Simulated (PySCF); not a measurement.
# C6H19NSi2: the cost of one run

Computed with PySCF 2.14.0, with density-fitted response routines of our own, on a single molecule in the gas phase. Atoms count from 0, in the outputs and in this text.

## (1) The starting structure

28 atoms, charge 0, multiplicity 1; geometry from: GFN2-xTB.

Bonds of the start (Å): C0–Si1 1.91, Si1–C2 1.90, Si1–C3 1.91, Si1–N4 1.74, N4–Si5 1.74, Si5–C6 1.90, Si5–C7 1.91, Si5–C8 1.91, C0–H9 1.09, C0–H10 1.08, C0–H11 1.09, C2–H12 1.09, C2–H13 1.08, C2–H14 1.09, C3–H15 1.09, C3–H16 1.09, C3–H17 1.09, N4–H18 1.01, C6–H19 1.09, C6–H20 1.09, C6–H21 1.09, C7–H22 1.08, C7–H23 1.09, C7–H24 1.09, C8–H25 1.09, C8–H26 1.09, C8–H27 1.08.

## (2) Geometry optimisation at PBE0-D3(BJ)/def2-SVP

What the job is given:

```
{"job": {"xc": "PBE0", "basis": "def2-SVP", "d3": "d3bj", "grid": 1, "kind": "geom"}, "charge": 0, "multiplicity": 1}
C     -2.632660     0.758700     1.636840
Si    -1.576680     0.059650     0.212580
C     -1.734020     1.141850    -1.345110
C     -2.155970    -1.711310    -0.203660
N      0.074770     0.076710     0.768350
Si     1.588820    -0.048470    -0.086260
C      1.530670    -1.516570    -1.298770
C      2.924020    -0.325120     1.244810
C      1.970100     1.556370    -1.046130
H     -2.563360     0.135980     2.523330
H     -3.679710     0.810270     1.357670
H     -2.317280     1.759990     1.912040
H     -1.163020     0.721290    -2.166300
H     -1.364480     2.146260    -1.167400
H     -2.766450     1.221530    -1.670950
H     -1.582430    -2.126830    -1.025770
H     -2.038320    -2.377810     0.645370
H     -3.202750    -1.729300    -0.492200
H      0.172190     0.138130     1.768750
H      1.288070    -2.441090    -0.784670
H      2.481750    -1.658300    -1.802700
H      0.775530    -1.358210    -2.061800
H      3.907700    -0.424180     0.798410
H      2.965340     0.506870     1.940720
H      2.733330    -1.225670     1.819620
H      2.977180     1.548330    -1.452400
H      1.881740     2.427470    -0.404150
H      1.284040     1.692770    -1.875280
```

**Question.** How long does this first job take on 8 threads of Arm Neoverse V2, shared host?

About 2.9 min.
